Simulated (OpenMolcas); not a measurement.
# Ru⁵⁺ among point charges: CASSCF and CASPT2 levels and susceptibility

Aim: the splitting of the states of Ru⁵⁺ in the field of 6 point charges, its lowest levels with spin-orbit coupling and its magnetic susceptibility.

Program: OpenMolcas 26.06. Level of theory: state-averaged CASSCF and CASPT2, spin-orbit coupling by RASSI with atomic mean-field integrals. These are calculated values, not measurements, unless marked.

### Step 1. The atom as given

```
Species                           : Ru⁵⁺ (ruthenium, Z = 44, 39 electrons)
Basis                             : ANO-RCC-VTZP [7s6p4d2f1g], 68 functions
Scalar Hamiltonian                : DKH2, point nucleus
Inactive shells                   : 1s 2s 2p 3s 3p 3d 4s 4p
Active space                      : 3 electrons in 5 orbitals (4d)
Some configurations of this space : 4d3
Orbitals                          : optimised for each spin and parity, averaged over all roots
```

The outer shells:

4d3
```
4d [↑ ][↑ ][↑ ][  ][  ]
```

The ion sits among 6 point charges of -0.85 e arranged as a trigonal prism (D3h), 2.13 Å from the ion, with a polar angle of 57.0° against the regular 49.1°.

Each step is its own input file, run in one work folder so that later steps find the files of earlier ones. Labels, J, g values, rates, χT and fits are worked out afterwards by a script from the matrices that RASSI stores.

### Step 2. Basis and integrals

a.inp

```
&GATEWAY
Coord
1

Ru 0.0 0.0 0.0
Basis=ANO-RCC-VTZP
Group=NoSym
NoMove
AngMom=0.0 0.0 0.0
AMFI
XField
6 Angstrom 0
1.785477 0.000000 1.161453 -0.850000
-0.892738 1.546268 1.161453 -0.850000
-0.892738 -1.546268 1.161453 -0.850000
1.785477 0.000000 -1.161453 -0.850000
-0.892738 1.546268 -1.161453 -0.850000
-0.892738 -1.546268 -1.161453 -0.850000
&SEWARD
```

Started as:

```
$ OMP_NUM_THREADS=1 MOLCAS_MEM=1689 MOLCAS_PROJECT=a pymolcas a.inp > a.log
```

### Step 3. CASSCF: quartets, 10 roots

a.inp

```
&RASSCF
FileOrb=start.orb
Symmetry=1
Spin=4
nActEl=3 0 0
Inactive=18
Ras2=5
CIRoot=10 10 1
SDav=10
CIMx=300
Iter=120 100
PrWF=0.3
OrbListing=Nothing
MaxOrb=0
>>> COPY $Project.JobIph JOB001
```

start.orb holds the contracted functions of the basis, ordered by shell, or the orbitals of the step before.

### Step 4. CASSCF: doublets, 40 roots

a.inp

```
&RASSCF
FileOrb=start.orb
Symmetry=1
Spin=2
nActEl=3 0 0
Inactive=18
Ras2=5
CIRoot=40 40 1
SDav=40
CIMx=300
Iter=120 100
PrWF=0.3
OrbListing=Nothing
MaxOrb=0
>>> COPY $Project.JobIph JOB002
```

### Step 5. RASSI: spin-orbit coupling between the states

a.inp

```
&RASSI
NrOfJobIphs=2 10 40
1 2 3 4 5 6 7 8 9 10
1 2 3 4 5 6 7 8 9 10 11 12 13 14 15 16 17 18 19 20 21 22 23 24 25 26 27
28 29 30 31 32 33 34 35 36 37 38 39 40
IphNames
JOB001
JOB002
EJob
SpinOrbit
DIPRint=1.0
SOCoupling=1000.0
Subsets=2
Property=9
'ANGMOM' 1 'ANGMOM' 2 'ANGMOM' 3 'MLTPL  1' 1 'MLTPL  1' 2 'MLTPL  1' 3
'AMFI' 1 'AMFI' 2 'AMFI' 3
SOProperty=3
'ANGMOM' 1 'ANGMOM' 2 'ANGMOM' 3
```

### Step 6. CASPT2: IPEA 0.25, imaginary shift 0.1 (closed shells correlated: 4s 4p)

a.inp

```
>>> COPY JOB001 $Project.JobIph
&CASPT2
Multistate=10 1 2 3 4 5 6 7 8 9 10
NoMult
Frozen=14
IPEA=0.25
Imaginary=0.1
MaxIter=60
WThr=0.0 0.3 0.05
PrWF=0.5
NoMix
>>> COPY JOB002 $Project.JobIph
&CASPT2
Multistate=40 1 2 3 4 5 6 7 8 9 10 11 12 13 14 15 16 17 18 19 20 21 22
23 24 25 26 27 28 29 30 31 32 33 34 35 36 37 38 39 40
NoMult
Frozen=14
IPEA=0.25
Imaginary=0.1
MaxIter=60
WThr=0.0 0.3 0.05
PrWF=0.5
NoMix
```

(Steps that only read results are left out.)

**Question.** What will these runs give? Wanted: spin-free ground state; first state of the same spin within the active space; lowest level; next level.

As calculated:

| quantity | value |
| --- | --- |
| method | SS-CASPT2, IPEA 0.25, imaginary shift 0.1 (closed shells correlated: 4s 4p) |
| spin-free ground state | 4A2, 1-fold in its orbital part |
| first state of the same spin within the active space | 4A1 at 2.53 cm⁻¹ |
| lowest level | 2-fold E3/2, g = 0.00, 0.00, 0.44 |
| next level | 335.4 cm⁻¹ |
| χT at 300 K | 0.17 cm³ K/mol |
| effective moment at 300 K | 1.17 μB |

Cost by method:

| method | time of its own steps | time with the reference |
| --- | --- | --- |
| A. CASSCF | 12 s | 12 s |
| B. SS-CASPT2, IPEA 0.25, imaginary shift 0.1, +4s 4p | 13 s | 25 s |

Times are of one thread on a shared host.

**Reading.** The spin-free ground state (4A2) comes to 100 % from free-ion F terms and keeps the highest spin of the shell. χT at 300 K is 0.17, against 1.88 cm³ K/mol for the spin alone, so spin-orbit coupling lowers it. CASPT2 does not keep the components of a term degenerate, and the means are used. The field of point charges can differ much from that of real complexes. This is an electrostatic model: the charges have no orbitals.
